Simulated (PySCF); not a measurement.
# CuO+: bond curves at several levels of theory

Aim: find the lowest electronic state of CuO+, scan its bond at several levels of theory, and get bond length, wavenumber and dissociation energy from each curve.

Program: PySCF 2.14.0. Level of theory: Cu def2-TZVPPD, O def2-TZVPPD, no relativity. These are calculated values, not measurements.

1 further run of the same task is left out (it didn't finish).

## Step 1: The job

Settings of the job:

- atoms: Cu, O
- charge: 1
- basis: Cu def2-TZVPPD, O def2-TZVPPD
- Hamiltonian: no relativity
- basis functions: 107
- electrons treated: 36
- masses in u: 62.9296, 15.9949
- levels: PBE0, PBE, r²SCAN, TPSSh, B2PLYP, M06, TPSS, r²SCAN0, ωB97M-V, HF, MP2, SCS-MP2
- grid: 80 radial by 434 angular points
- occupations: held fixed by the projection of orbital angular momentum
- dissociation limit: Cu+ + O, each in its ground configuration
- starting distance in angstrom: 1.835
- values of 2S to try: 0, 2, 4

Run with:

```console
$ OMP_NUM_THREADS=2 python dia.py task.json out
```

After this run come: The PBE0 curve of the state that the search chose; Other states along the same grid; PBE; r²SCAN (meta-GGA); TPSSh; B2PLYP; M06 (hybrid meta-GGA); TPSS; r²SCAN0 (hybrid meta-GGA); ωB97M-V (range-separated hybrid); UHF (mean field).

Before running it: what results should come out? Wanted: for each run, Re; ωe; De; μ.

**Answer**, as computed:

Lowest PBE0 solution found, without spin–orbit coupling: ³Σ⁻ (triplet), unpaired electrons π ↑↑. State 2 has its PBE0 minimum 0.50 eV higher. State 3 has its PBE0 minimum 0.60 eV higher, as a spin-mixed determinant (⟨S²⟩ = 1.01), so this is no gap between pure states. State 4 has its PBE0 minimum 0.87 eV higher, as a spin-mixed determinant (⟨S²⟩ = 1.01), so this is no gap between pure states. The other levels ran on the lowest alone.

```
      level  Re (Å)  ωe (cm⁻¹)  De (eV)  μ (D)
        UHF   2.250      214.0    0.424  -1.28
    UHF-MP2   1.946      288.7     0.78    n/a
UHF-SCS-MP2   2.020      271.7     0.69    n/a
        PBE   1.758        588     2.06  -2.47
       TPSS   1.763        584     1.86  -2.51
     r²SCAN   1.753        589     1.91  -2.49
      TPSSh   1.777        548     1.53  -2.37
       PBE0   1.804        479     1.24  -2.04
    r²SCAN0   1.813        457     1.21  -1.92
        M06   1.821        457     1.19  -1.82
    ωB97M-V   1.820        445     1.10  -1.95
     B2PLYP   1.783        474     1.13  -1.54
```

De is counted to Cu+ + O in their ground configurations. A positive dipole points from Cu to O; in an ion it is taken about the centre of mass and does not tell which atom is negative.

What this shows: Bond lengths run from 1.753 Å (r²SCAN) to 2.250 Å (UHF). Among the levels with a De in the table, it runs from 0.424 eV (UHF) to 2.06 eV (PBE).

Correlated steps freeze 6 core orbitals. B2PLYP dipoles, levels and charges come from its SCF part alone. With d or f electrons several states lie close, and the lowest PBE0 determinant need not be the measured ground state.
